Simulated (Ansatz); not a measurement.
# SnH2Br2: a spread of methods and bases

Aim: run SnH2Br2 under a spread of inputs, and see what each costs and gives.

Program: Ansatz 0.2.0, Gaussian basis. Level of theory: the settings change from run to run. These are calculated values, not measurements.

## 1. The relaxed structure

An earlier PBE0-D4 in a triple-zeta def2 set relaxation fixed the geometry. Sn takes a core potential in def2 sets; no spin-orbit term is included.

SMILES `[Br][SnH2][Br]`, 5 atoms, charge 0, spin multiplicity 1.

Atoms are counted from 1 here; the program's logs count them from 0.

Bond lengths: Br1–Sn2 2.467 Å, Sn2–Br3 2.467 Å, Sn2–H4 1.697 Å, Sn2–H5 1.697 Å. Angles: Br1–Sn2–Br3 107.5°, Br1–Sn2–H4 107.9°, Br1–Sn2–H5 107.9°, Br3–Sn2–H4 107.9°, Br3–Sn2–H5 107.9°, H4–Sn2–H5 117.3°.

Geometry (Å):

```xyz
5
Br2H2Sn
Br   -2.10588    0.49132   -0.86504
Sn    0.09128    0.08722    0.18195
Br    1.25959   -1.60721   -1.17854
H    -0.17755   -0.57391    1.72149
H     0.98247    1.52888    0.09873
```

## 2. B97/x2c-TZVPPall

The input, in.yaml:

```yaml
crystal:
  periodic: [false, false, false]
  atoms:
    - {symbol: Br, position_ang: [-2.105883, 0.491320, -0.865036]}
    - {symbol: Sn, position_ang: [0.091276, 0.087219, 0.181954]}
    - {symbol: Br, position_ang: [1.259591, -1.607210, -1.178539]}
    - {symbol: H, position_ang: [-0.177554, -0.573913, 1.721495]}
    - {symbol: H, position_ang: [0.982470, 1.528883, 0.098726]}
basis:
  gaussian: {orbitals: x2c-TZVPPall}
hamiltonian: {xc: {name: B97}}
output: {forces: true}
```

The run is started by

```bash
> ansatz run in.yaml --threads 4 --pin off --events-out ev --progress --plain --max-ram 10444MiB
```

The log of the run:

```text
Functional definition: B97
  name "B97"
  cite "Becke, J. Chem. Phys. 107, 8554 (1997) doi:10.1063/1.475007"
  parameter cx = 0.1943
  parameter cx0 = 0.8094
  parameter cx1 = 0.5073
  parameter cx2 = 0.7481
  parameter css0 = 0.1737
  parameter css1 = 2.3487
  parameter css2 = -2.4868
  parameter cos0 = 0.9454
  parameter cos1 = 0.7471
  parameter cos2 = -4.5961
  exchange = spin_sum(e_x_unif_s*poly(b97_u_x, cx0, cx1, cx2)) + cx*exact_x
  correlation = spin_sum(e_c_pw_same_spin*poly(b97_u_same, css0, css1, css2))
      + integral(e_c_pw_opposite_spin*poly(b97_u_opposite, cos0, cos1, cos2))
1573 factors; their error is unknown
mean field evaluation 1: about -309938.7531 eV, gradient 1.6e1 eV
mean field evaluation 2: about -309938.6036 eV, gradient 2.0e1 eV
mean field evaluation 4: about -309939.3931 eV, gradient 4.2e-1 eV
mean field evaluation 8: about -309940.1226 eV, gradient 4.2e-1 eV
mean field evaluation 16: about -309940.1226 eV, gradient 1.2e-5 eV
mean field -309940.12264276 eV, -11390.0894221607 hartree, gradient 1.3e-5 eV, S^2 0.000000; 0 other end points of the search recorded, 0 dependent functions left out
the calculation of the forces begins
reference -309940.12266538 eV, -11390.0894229921 hartree; 61, 61 occupied and 123, 123 virtual orbitals, 1573 factors
Total energy: -309940.12266538 eV, -11390.0894229921 hartree
Relativity: scalar
Atom 0 at    -2.105883     0.491320    -0.865036 Å, force    -0.222602     0.051142    -0.092855 eV/Å
Atom 1 at     0.091276     0.087219     0.181954 Å, force     0.042619     0.053451     0.099729 eV/Å
Atom 2 at     1.259591    -1.607210    -1.178539 Å, force     0.129232    -0.168242    -0.125629 eV/Å
Atom 3 at    -0.177554    -0.573913     1.721495 Å, force    -0.010045    -0.032382     0.108927 eV/Å
Atom 4 at     0.982470     1.528883     0.098726 Å, force     0.060796     0.096031     0.009828 eV/Å
Dipole moment:     0.157405     0.197410     0.368325 e Å
```

Run time: 9.5 s. Hardware: 4 threads of Arm Neoverse V1, shared host; peak memory 0.8 GiB.

Largest force 0.247 eV/Å, dipole 2.14 D.

## 3. r2SCAN/def2-SVPD

Set apart from the defaults: atoms shaken by 0.15 Å, D4 dispersion.

The input, in.yaml:

```yaml
crystal:
  periodic: [false, false, false]
  atoms:
    - {symbol: Br, position_ang: [-2.058897, 0.413428, -1.070020]}
    - {symbol: Sn, position_ang: [0.172841, 0.232468, 0.222411]}
    - {symbol: Br, position_ang: [1.218834, -1.654765, -1.153672]}
    - {symbol: H, position_ang: [-0.363446, -0.777209, 1.993222]}
    - {symbol: H, position_ang: [0.902292, 1.502732, 0.070201]}
basis:
  gaussian: {orbitals: def2-SVPD}
hamiltonian: {xc: {name: r2SCAN}, dispersion: d4}
```

Launched as before.

The log of the run:

```text
Functional definition: r2SCAN
  name "r2SCAN"
  cite "Furness, Kaplan, Ning, Perdew & Sun, J. Phys. Chem. Lett. 11, 8208 (2020) doi:10.1021/acs.jpclett.0c02405"
  cite "Furness, Kaplan, Ning, Perdew & Sun, J. Phys. Chem. Lett. 11, 9248 (2020) doi:10.1021/acs.jpclett.0c03077"
  parent r2scan
  parameter k0 = 0.174
  parameter k1 = 0.065
  parameter a1 = 4.9479
  exchange = r2scan_x(k0 = k0, k1 = k1, a1 = a1)
  correlation = r2scan_c
1359 factors; their error is unknown
mean field evaluation 1: about -145941.4441 eV, gradient 1.7e1 eV
mean field evaluation 2: about -145940.0405 eV, gradient 2.8e1 eV
mean field evaluation 4: about -145942.3834 eV, gradient 8.0e-1 eV
mean field evaluation 8: about -145942.3362 eV, gradient 1.1e-1 eV
mean field evaluation 16: about -145942.3362 eV, gradient 3.4e-5 eV
mean field -145942.33619668 eV, -5363.2819319594 hartree, gradient 3.4e-5 eV, S^2 0.000000; 0 other end points of the search recorded, 0 dependent functions left out
reference -145942.33621616 eV, -5363.2819326754 hartree; 47, 47 occupied and 83, 83 virtual orbitals, 1359 factors
Total energy: -145942.36933592 eV, -5363.2831498040 hartree
```

Wall time 3.4 s (4 threads of Arm Neoverse V1, shared host).

## 4. wB97M-V/def2-SVPD

The input, in.yaml:

```yaml
crystal:
  periodic: [false, false, false]
  atoms:
    - {symbol: Br, position_ang: [-2.105883, 0.491320, -0.865036]}
    - {symbol: Sn, position_ang: [0.091276, 0.087219, 0.181954]}
    - {symbol: Br, position_ang: [1.259591, -1.607210, -1.178539]}
    - {symbol: H, position_ang: [-0.177554, -0.573913, 1.721495]}
    - {symbol: H, position_ang: [0.982470, 1.528883, 0.098726]}
basis:
  gaussian: {orbitals: def2-SVPD}
hamiltonian: {xc: {name: wB97M-V}}
output: {forces: true}
```

Launched as before.

The log of the run:

```text
Functional definition: wB97M-V
  name "wB97M-V"
  cite "Mardirossian & Head-Gordon, J. Chem. Phys. 144, 214110 (2016) doi:10.1063/1.4952647"
  cite "Becke, J. Chem. Phys. 107, 8554 (1997) doi:10.1063/1.475007"
  cite "Vydrov & Van Voorhis, J. Chem. Phys. 133, 244103 (2010) doi:10.1063/1.3521275"
  # Of w^i u^j: cxij and so on, Table III.
  parameter omega = 0.3/bohr
  parameter cx = 0.15
  parameter cx01 = 1.007
  parameter cx10 = 0.259
  parameter css00 = 0.443
  parameter css04 = -1.437
  parameter css10 = -4.535
  parameter css20 = -3.390
  parameter css43 = 4.278
  parameter cos00 = 1.000
  parameter cos10 = 1.358
  parameter cos20 = 2.924
  parameter cos21 = -8.812
  parameter cos60 = -1.390
  parameter cos61 = 9.142
  parameter b = 6.0
  parameter c = 0.01
  gx(w, u) = 1 - cx + cx01*u + cx10*w
  gss(w, u) = css00 + css04*u^4 + css10*w + css20*w^2 + css43*w^4*u^3
  gos(w, u) = cos00 + cos10*w + (cos20 + cos21*u)*w^2 + (cos60 + cos61*u)*w^6
  exchange = spin_sum(e_x_unif_sr(omega)*gx(b97_w, b97_u_x)) + cx*exact_x_sr(omega) + exact_x_lr(omega)
  correlation = spin_sum(e_c_pw_mod_same_spin*gss(b97_w, b97_u_same))
      + integral(e_c_pw_mod_opposite_spin*gos(b97_w_opposite, b97_u_opposite)) + vv10(b, c)
1370 factors; integrals over basis functions are off by at most 2.4e-4 eV
375 factors; integrals over basis functions are off by at most 2.1e-5 eV
mean field evaluation 1: about -145931.7302 eV, gradient 1.7e1 eV
mean field evaluation 2: about -145932.2720 eV, gradient 1.3e1 eV
mean field evaluation 4: about -145932.7334 eV, gradient 4.6e-1 eV
mean field evaluation 8: about -145932.7530 eV, gradient 3.7e-2 eV
mean field evaluation 16: about -145932.7530 eV, gradient 1.9e-5 eV
mean field -145932.75299336 eV, -5362.9297557334 hartree, gradient 1.9e-5 eV, S^2 0.000000; 0 other end points of the search recorded, 0 dependent functions left out
the calculation of the forces begins
reference -145932.75305805 eV, -5362.9297581107 hartree; 47, 47 occupied and 83, 83 virtual orbitals, 1370 factors
Total energy: -145932.75305805 eV, -5362.9297581107 hartree
Atom 0 at    -2.105883     0.491320    -0.865036 Å, force    -0.203750     0.027168    -0.110445 eV/Å
Atom 1 at     0.091276     0.087219     0.181954 Å, force     0.134778     0.169032     0.315378 eV/Å
Atom 2 at     1.259591    -1.607210    -1.178539 Å, force     0.097364    -0.160591    -0.138495 eV/Å
Atom 3 at    -0.177554    -0.573913     1.721495 Å, force     0.005461     0.017828    -0.060718 eV/Å
Atom 4 at     0.982470     1.528883     0.098726 Å, force    -0.033853    -0.053437    -0.005721 eV/Å
Dipole moment:     0.174850     0.219288     0.409145 e Å
```

It took 11 s on 4 threads of Arm Neoverse V1, shared host; peak memory 0.51 GiB.

Largest force 0.382 eV/Å, dipole 2.38 D.

## 5. MP2/def2-TZVP

Changes to in.yaml since step 4:

```diff
@@ -9,4 +9,5 @@
 basis:
-  gaussian: {orbitals: def2-SVPD}
-hamiltonian: {xc: {name: wB97M-V}}
+  gaussian: {orbitals: def2-TZVP}
+hamiltonian: {xc: {name: HF}}
+correlation: {method: mp2}
 output: {forces: true}
```

Launched as before.

The log of the run:

```text
Functional definition: HF
  name "HF"
  cite "Fock, Z. Phys. 61, 126 (1930) doi:10.1007/BF01340294"
  parent pbe
  exchange = exact_x
  correlation = 0
1228 factors; integrals over basis functions are off by at most 8.0e-4 eV
mean field evaluation 1: about -145836.5445 eV, gradient 1.8e1 eV
mean field evaluation 2: about -145836.6710 eV, gradient 1.8e1 eV
mean field evaluation 4: about -145837.8120 eV, gradient 1.8e0 eV
mean field evaluation 8: about -145837.8311 eV, gradient 1.1e-1 eV
mean field -145837.83123249 eV, -5359.4414453614 hartree, gradient 3.6e-6 eV, S^2 0.000000; 0 other end points of the search recorded, 0 dependent functions left out
22 core orbitals not correlated: weight in the atoms' cores, before any rotation towards them, 1.000 or more for the frozen orbitals, at most 0.000 for the correlated occupied ones
reference -145837.83123249 eV, -5359.4414453614 hartree; 25, 25 occupied and 111, 111 virtual orbitals, 1228 factors
second order -23.45565038 eV of doubles, -0.00000000 eV of singles
the calculation of the forces begins
mean field evaluation 16: about -145837.6338 eV, gradient 1.3e0 eV
Total energy: -145861.28688286 eV, -5360.3034246140 hartree
Atom 0 at    -2.105883     0.491320    -0.865036 Å, force     0.252984    -0.052630     0.112646 eV/Å
Atom 1 at     0.091276     0.087219     0.181954 Å, force    -0.009445    -0.011845    -0.022101 eV/Å
Atom 2 at     1.259591    -1.607210    -1.178539 Å, force    -0.141019     0.193050     0.149349 eV/Å
Atom 3 at    -0.177554    -0.573913     1.721495 Å, force     0.044461     0.109226    -0.253851 eV/Å
Atom 4 at     0.982470     1.528883     0.098726 Å, force    -0.146980    -0.237801     0.013957 eV/Å
Dipole moment:     0.173205     0.217226     0.405298 e Å
```

Run time: 6.5 s. Hardware: 4 threads of Arm Neoverse V1, shared host; peak memory 0.52 GiB.

Largest force 0.282 eV/Å, dipole 2.36 D.

## 6. B2GP-PLYP/ANO-RCC-VTZP

This run has multiplicity 3.

Changes to in.yaml since step 5:

```diff
@@ -9,5 +9,4 @@
 basis:
-  gaussian: {orbitals: def2-TZVP}
-hamiltonian: {xc: {name: HF}}
-correlation: {method: mp2}
-output: {forces: true}
+  gaussian: {orbitals: ANO-RCC-VTZP}
+magnetization: {spin_polarized: true, initial_magnetization: 2}
+hamiltonian: {xc: {name: B2GP-PLYP}}
```

The command is unchanged.

The log of the run:

```text
Functional definition: B2GP-PLYP
  name "B2GP-PLYP"
  cite "Karton, Tarnopolsky, Lamère, Schatz & Martin, J. Phys. Chem. A 112, 12868 (2008) doi:10.1021/jp801805p"
  cite "Becke, Phys. Rev. A 38, 3098 (1988) doi:10.1103/PhysRevA.38.3098"
  cite "Lee, Yang & Parr, Phys. Rev. B 37, 785 (1988) doi:10.1103/PhysRevB.37.785"
  parameter a = 0.65
  parameter c = 0.36
  exchange = (1 - a)*b88_x + a*exact_x
  correlation = (1 - c)*lyp_c + c*(mp2_os + mp2_ss)
1323 factors; integrals over basis functions are off by at most 7.3e-4 eV
mean field evaluation 1: about -309877.4249 eV, gradient 6.3e0 eV
mean field evaluation 2: about -309877.4881 eV, gradient 6.3e0 eV
mean field evaluation 4: about -309877.8490 eV, gradient 1.5e0 eV
mean field evaluation 8: about -309877.8739 eV, gradient 2.7e-1 eV
mean field evaluation 16: about -309877.8777 eV, gradient 1.8e-2 eV
mean field evaluation 32: about -309877.4245 eV, gradient 6.3e0 eV
mean field evaluation 64: about -309878.1714 eV, gradient 7.1e-2 eV
mean field evaluation 96: about -309878.0329 eV, gradient 1.2e0 eV
mean field -309878.19602905 eV, -11387.8136610822 hartree, gradient 6.4e-6 eV, S^2 2.012368; 9 other end points of the search recorded, 0 dependent functions left out
36 core orbitals not correlated: weight in the atoms' cores, before any rotation towards them, 1.000 or more for the frozen orbitals, at most 0.000 for the correlated occupied ones
reference -309878.19616662 eV, -11387.8136661380 hartree; 26, 24 occupied and 120, 122 virtual orbitals, 1323 factors
second order -29.52405323 eV of doubles, -0.00000000 eV of singles
Total energy: -309888.82482578 eV, -11388.2042621578 hartree
Relativity: scalar
```

Run time: 2.3 min. Hardware: 4 threads of Arm Neoverse V1, shared host; peak memory 1.2 GiB.

⟨S²⟩ 2.012.

## 7. r2SCAN50/def2-mTZVPP

This run has high accuracy.

Changes to in.yaml since step 6:

```diff
@@ -9,4 +9,5 @@
 basis:
-  gaussian: {orbitals: ANO-RCC-VTZP}
-magnetization: {spin_polarized: true, initial_magnetization: 2}
-hamiltonian: {xc: {name: B2GP-PLYP}}
+  gaussian: {orbitals: def2-mTZVPP}
+hamiltonian: {xc: {name: r2SCAN50}}
+accuracy: high
+output: {forces: true}
```

Launched as before.

The log of the run:

```text
Functional definition: r2SCAN50
  name "r2SCAN50"
  cite "Bursch, Neugebauer, Ehlert & Grimme, J. Chem. Phys. 156, 134105 (2022) doi:10.1063/5.0086040"
  cite "Furness, Kaplan, Ning, Perdew & Sun, J. Phys. Chem. Lett. 11, 8208 (2020) doi:10.1021/acs.jpclett.0c02405"
  cite "Furness, Kaplan, Ning, Perdew & Sun, J. Phys. Chem. Lett. 11, 9248 (2020) doi:10.1021/acs.jpclett.0c03077"
  parent r2scan
  parameter a = 0.5
  parameter k0 = 0.174
  parameter k1 = 0.065
  parameter a1 = 4.9479
  exchange = (1 - a)*r2scan_x(k0 = k0, k1 = k1, a1 = a1) + a*exact_x
  correlation = r2scan_c
2205 factors; integrals over basis functions are off by at most 1.6e-8 eV
mean field evaluation 1: about -145958.0729 eV, gradient 1.4e1 eV
mean field evaluation 2: about -145958.2355 eV, gradient 1.4e1 eV
mean field evaluation 4: about -145958.6654 eV, gradient 2.2e-1 eV
mean field evaluation 8: about -145958.6699 eV, gradient 3.0e-3 eV
mean field evaluation 16: about -145958.6699 eV, gradient 2.3e-7 eV
mean field -145958.66985704 eV, -5363.8821829064 hartree, gradient 1.4e-8 eV, S^2 0.000000; 0 other end points of the search recorded, 0 dependent functions left out
the calculation of the forces begins
reference -145958.66985763 eV, -5363.8821829282 hartree; 47, 47 occupied and 71, 71 virtual orbitals, 2205 factors
Total energy: -145958.66985763 eV, -5363.8821829282 hartree
Atom 0 at    -2.105883     0.491320    -0.865036 Å, force     0.143206    -0.029215     0.064512 eV/Å
Atom 1 at     0.091276     0.087219     0.181954 Å, force     0.038438     0.048207     0.089944 eV/Å
Atom 2 at     1.259591    -1.607210    -1.178539 Å, force    -0.079212     0.109473     0.085231 eV/Å
Atom 3 at    -0.177554    -0.573913     1.721495 Å, force     0.038466     0.098335    -0.245300 eV/Å
Atom 4 at     0.982470     1.528883     0.098726 Å, force    -0.140897    -0.226799     0.005612 eV/Å
Dipole moment:     0.186263     0.233603     0.435854 e Å
```

Wall time 13 s (4 threads of Arm Neoverse V1, shared host); peak memory 0.63 GiB.

Largest force 0.267 eV/Å, dipole 2.54 D.

## 8. PBEsol/STO-3G

This run has the search for lower states set to off.

Changes to in.yaml since step 7:

```diff
@@ -9,5 +9,4 @@
 basis:
-  gaussian: {orbitals: def2-mTZVPP}
-hamiltonian: {xc: {name: r2SCAN50}}
-accuracy: high
-output: {forces: true}
+  gaussian: {orbitals: STO-3G}
+hamiltonian: {xc: {name: PBEsol}}
+scf: {lower_state_search: off}
```

The command is unchanged.

The log of the run:

```text
Functional definition: PBEsol
  name "PBEsol"
  cite "Perdew et al., Phys. Rev. Lett. 100, 136406 (2008) doi:10.1103/PhysRevLett.100.136406"
  cite "Perdew, Burke & Ernzerhof, Phys. Rev. Lett. 77, 3865 (1996) doi:10.1103/PhysRevLett.77.3865"
  parent pbesol
  exchange = pbesol_x
  correlation = pbesol_c
these checks for a lower state are left out or cut short: stability, starts, cluster_reference, orbital_swaps, neighbouring_geometries, increment
742 factors; integrals over basis functions are off by at most 3.2e-5 eV
mean field evaluation 1: about -300714.0105 eV, gradient 1.6e1 eV
mean field evaluation 2: about -300713.8603 eV, gradient 1.7e1 eV
mean field evaluation 4: about -300715.4182 eV, gradient 2.9e-1 eV
mean field evaluation 8: about -300715.3818 eV, gradient 7.9e-4 eV
mean field -300715.38177121 eV, -11051.0864478854 hartree, gradient 1.1e-6 eV, S^2 0.000000; 0 other end points of the search recorded, 0 dependent functions left out
reference -300715.38178742 eV, -11051.0864484811 hartree; 61, 61 occupied and 4, 4 virtual orbitals, 742 factors
Total energy: -300715.38178742 eV, -11051.0864484811 hartree
Checks for a lower state left out: stability, starts, cluster_reference, orbital_swaps, neighbouring_geometries, increment
```

Run time: 0.45 s. Hardware: 4 threads of Arm Neoverse V1, shared host.

## 9. The runs in one table

| level | charge | multiplicity | geometry | functions | energy (eV) | time |
| --- | --- | --- | --- | --- | --- | --- |
| B97/x2c-TZVPPall | 0 | 1 | relaxed | 184 | -309940.123 | 9.5 s |
| r2SCAN/def2-SVPD | 0 | 1 | shaken | 130 | -145942.369 | 3.4 s |
| wB97M-V/def2-SVPD | 0 | 1 | relaxed | 130 | -145932.753 | 11 s |
| MP2/def2-TZVP | 0 | 1 | relaxed | 158 | -145861.287 | 6.5 s |
| B2GP-PLYP/ANO-RCC-VTZP | 0 | 3 | relaxed | 182 | -309888.825 | 2.3 min |
| r2SCAN50/def2-mTZVPP | 0 | 1 | relaxed | 118 | -145958.670 | 13 s |
| PBEsol/STO-3G | 0 | 1 | relaxed | 65 | -300715.382 | 0.45 s |

## 10. Summary of results

```
                                         quantity                            value
                                             runs                                7
                                         quickest            PBEsol/STO-3G, 0.45 s
                                          slowest  B2GP-PLYP/ANO-RCC-VTZP, 2.3 min
spread of total energies, same state and geometry                      164078.8 eV
                  dipole, same state and geometry                   2.14 to 2.54 D
```

In words: B2GP-PLYP/ANO-RCC-VTZP took 307 times as long as PBEsol/STO-3G. The jobs differ in tasks and options as well as level. The totals spread over 164079 eV; they can't be compared across methods or bases. Some of these runs are scalar-relativistic and others not, which shifts the totals of all-electron atoms past neon by eV; core potentials, where a basis has them, take the core out of the total altogether. At the PBE0-D4/def2-TZVP geometry and in the same state, runs without warnings or point charges leave forces up to 0.38 eV/Å (wB97M-V/def2-SVPD). At that geometry and state the dipole changes by 18 % between the lowest and highest value.
